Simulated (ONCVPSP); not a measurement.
# An ONCV potential for gold, from input to tests

Task: generate the file, and judge it by its errors in other configurations, its logarithmic derivatives, its ghosts and its cutoff.

Program: ONCVPSP 4.0.1.1 (patched build). Reference atom: PBE, scalar-relativistic, spherical and spin-unpolarised. All values are calculated.

15 further runs of the same task are left out: 8 that didn't finish, 7 set aside as unsound or not needed.

## (1) The design

The settings as typed:

```
element                 : gold (Au, Z = 79)
type                    : optimised norm-conserving Vanderbilt (ONCV)
frozen core             : [Kr] 4d10 4f14 5s2
valence charge          : 17
reference configuration : 5p6 5d10 6s0.5 (charge +0.5)
partial waves           : 6s: rc 2.00 bohr, ncon 4, nbas 7, qcut 2.7 1/bohr, 2 projectors, debl 3.4 Ha; 5p: rc 1.15 bohr, ncon 4, nbas 7, qcut 6 1/bohr, 2 projectors, debl 3.8 Ha; 5d: rc 1.45 bohr, ncon 5, nbas 8, qcut 7.5 1/bohr, 2 projectors, debl 0.6 Ha
local potential         : polynomial inside 0.80 bohr (lpopt 3, dvloc0 1 Ha)
core correction         : Teter function, fcfact 2.5, rcfact 1.55
```

The nodes and maxima of the atom's own shells, from an earlier all-electron run, set the scale for the radii.

All-electron outer shells of the reference configuration (PBE, scalar-relativistic, ld1.x):

| shell | level (eV) | outermost node (bohr) | outermost maximum (bohr) |
| --- | --- | --- | --- |
| 4f | -85.19 | – | 0.37 |
| 5p | -63.91 | 0.52 | 0.96 |
| 5d | -10.96 | 0.56 | 1.21 |
| 6s | -9.38 | 1.11 | 2.27 |
| 6p | -3.57 | 1.32 | 3.26 |

## (2) Generating the potential

Au.dat reads:

```
# ATOM AND REFERENCE CONFIGURATION
# atsym  z   nc   nv     iexc    psfile
  Au 79.00   11    3        4      upf
#
#   n    l    f
    1    0    2.00
    2    0    2.00
    2    1    6.00
    3    0    2.00
    3    1    6.00
    3    2   10.00
    4    0    2.00
    4    1    6.00
    4    2   10.00
    4    3   14.00
    5    0    2.00
    5    1    6.00
    5    2   10.00
    6    0    0.50
#
# PSEUDOPOTENTIAL AND OPTIMIZATION
# lmax
    2
#
#   l,   rc,      ep,       ncon, nbas, qcut
    0    2.00    0.00    4    7    2.70
    1    1.15    0.00    4    7    6.00
    2    1.45    0.00    5    8    7.50
#
# LOCAL POTENTIAL
# lloc, lpopt,  rc(5),   dvloc0
    4    3    0.80    1.00
#
# VANDERBILT-KLEINMAN-BYLANDER PROJECTORs
# l, nproj, debl
    0    2    3.40
    1    2    3.80
    2    2    0.60
#
# MODEL CORE CHARGE
# icmod, fcfact, rcfact
    3    2.50    1.55
#
# LOG DERIVATIVE ANALYSIS
# epsh1, epsh2, depsh
   -4.00    5.00    0.02
#
# OUTPUT GRID
# rlmax, drl
    6.00    0.01
#
# TEST CONFIGURATIONS
# ncnf
    4
# nvcnf
#   n    l    f
    3
    5    1    6.00
    5    2   10.00
    6    0    1.00
#
    3
    5    1    6.00
    5    2   10.00
    6    0    0.00
#
    3
    5    1    6.00
    5    2    9.00
    6    0    0.00
#
    3
    5    1    6.00
    5    2    8.00
    6    0    0.00
#
```

Started as:

```sh
$ oncvpsp.x < Au.dat > Au.out
```

Before running it: what results should come out? Wanted: cutoffs for 1 and 0.1 mHa per electron, occupied waves; bound ghosts; GHOST(+) flags; largest test error; largest phase difference near zero energy, channels read; rms error of d²Exc/dn², without and with the model core.

The runs gave:

| quantity | value |
| --- | --- |
| cutoffs for 1 and 0.1 mHa per electron, occupied waves | 104 Ha and 120 Ha |
| bound ghosts | s at -294.24 eV |
| GHOST(+) flags | s at 62 eV, p at 372 eV |
| largest test error (AE − PS) | -8.3 meV, for 5p6 5d8 6s0 |
| largest phase difference near zero energy, channels read | 0.004 rad |
| rms error of d²Exc/dn², without and with the model core | 3.84 and 0.34 mHa |

A bound ghost (s) makes it unfit for use: electrons can fall into a state that the atom doesn't have. By total energies transferability is good: the largest error is 8.3 meV on 60.7 eV, for 5p6 5d8 6s0. Atomic tests can pass in spite of a ghost, since they solve only for the levels asked. The potential is very hard: the looser tolerance needs 104 Ha. At the looser tolerance the 5p wave is the slowest; 5d needs 20 Ha. Near zero energy the phases of the channels with partial waves agree within 0.004 rad. The program also flags highly localised states, GHOST(+) (s, p). These are tests on the free atom; a crystal test is still owed.
